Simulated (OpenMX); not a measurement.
Write the native input for OpenMX 3.8.5 that does the following.

| Property | Result |
| --- | --- |
| Task | band structure |
| Functional | PBE |
| Potentials or basis | OpenMX 2013 PBE set, Hf7.0-s3p2d2f1, Ge7.0-s3p2d2, grid cutoff 400 Ry |
| k mesh | 7 × 7 × 7 |
| Occupations | fermi-dirac, width 0.05 eV |
| Spin | no spin polarisation |
| Mixing scheme | rmm-diisk |
| SCF threshold | 1e-08 Ha |
| Solver | band |
| Max SCF cycles | 100 |

The system is HfGe.

```
Hf Ge
1.0
     3.50084    0.00000    0.00000
     0.00000    3.50084    0.00000
     0.00000    0.00000    3.50084
Hf Ge
1 1
Direct
  0.00000 0.00000 0.00000
  0.50000 0.50000 0.50000
```

The cell was built by a generator and needn't be a form met in nature.

These files were run (other wordings do the same):

HfGe.dat

```
System.CurrrentDirectory             ./
System.Name                          HfGe
DATA.PATH                            ./DFT_DATA13
level.of.stdout                      1
level.of.fileout                     0
Species.Number                       2
<Definition.of.Atomic.Species
  Hf  Hf7.0-s3p2d2f1         Hf_PBE13
  Ge  Ge7.0-s3p2d2           Ge_PBE13
Definition.of.Atomic.Species>

Atoms.Number                         2
Atoms.SpeciesAndCoordinates.Unit     FRAC
<Atoms.SpeciesAndCoordinates
    1  Hf    0.0000000000    0.0000000000    0.0000000000   6.000  6.000
    2  Ge    0.5000000000    0.5000000000    0.5000000000   2.000  2.000
Atoms.SpeciesAndCoordinates>

Atoms.UnitVectors.Unit               Ang
<Atoms.UnitVectors
     3.5008378700    0.0000000000    0.0000000000
     0.0000000000    3.5008378700    0.0000000000
     0.0000000000    0.0000000000    3.5008378700
Atoms.UnitVectors>

scf.XcType                           GGA-PBE
scf.SpinPolarization                 off
scf.ElectronicTemperature            580.226
scf.energycutoff                     400.0
scf.maxIter                          100
scf.EigenvalueSolver                 band
scf.Kgrid                            7 7 7
scf.Mixing.Type                      rmm-diisk
scf.Init.Mixing.Weight               0.05
scf.Min.Mixing.Weight                0.001
scf.Max.Mixing.Weight                0.3
scf.Mixing.History                   25
scf.Mixing.StartPulay                8
scf.criterion                        1.0e-8
scf.stress.tensor                    on
MD.Type                              nomd
Band.dispersion                      on
Band.Nkpath                          6
<Band.kpath
    8   0.000000  0.000000  0.000000    0.000000  0.500000  0.000000  G X
    8   0.000000  0.500000  0.000000    0.500000  0.500000  0.000000  X M
   11   0.500000  0.500000  0.000000    0.000000  0.000000  0.000000  M G
   14   0.000000  0.000000  0.000000    0.500000  0.500000  0.500000  G R
   11   0.500000  0.500000  0.500000    0.000000  0.500000  0.000000  R X
    8   0.500000  0.500000  0.000000    0.500000  0.500000  0.500000  M R
Band.kpath>
```

Potentials or basis: OpenMX 2013 PBE set, Hf7.0-s3p2d2f1, Ge7.0-s3p2d2, grid cutoff 400 Ry.

Command:

```bash
$ openmx HfGe.dat -nt 1 > HfGe.std
```

Results of the run:

| Item | Value |
| --- | --- |
| Pressure | -11.3 GPa |
| Band gap along the path | none (metal or under the smearing width) |
| Mulliken charges | Hf +0.17; Ge -0.17 e |

Caveat: Mulliken charges move with the basis; spin-orbit coupling is left out, which moves the levels of the heavy elements; the basis of atomic orbitals isn't converged, which shifts pressures, moduli and gaps.

Run time: 2.7 min on 1 thread of Intel(R) Xeon(R) Platinum 8488C (Sapphire Rapids), on a shared host, peak memory 0.83 GiB.
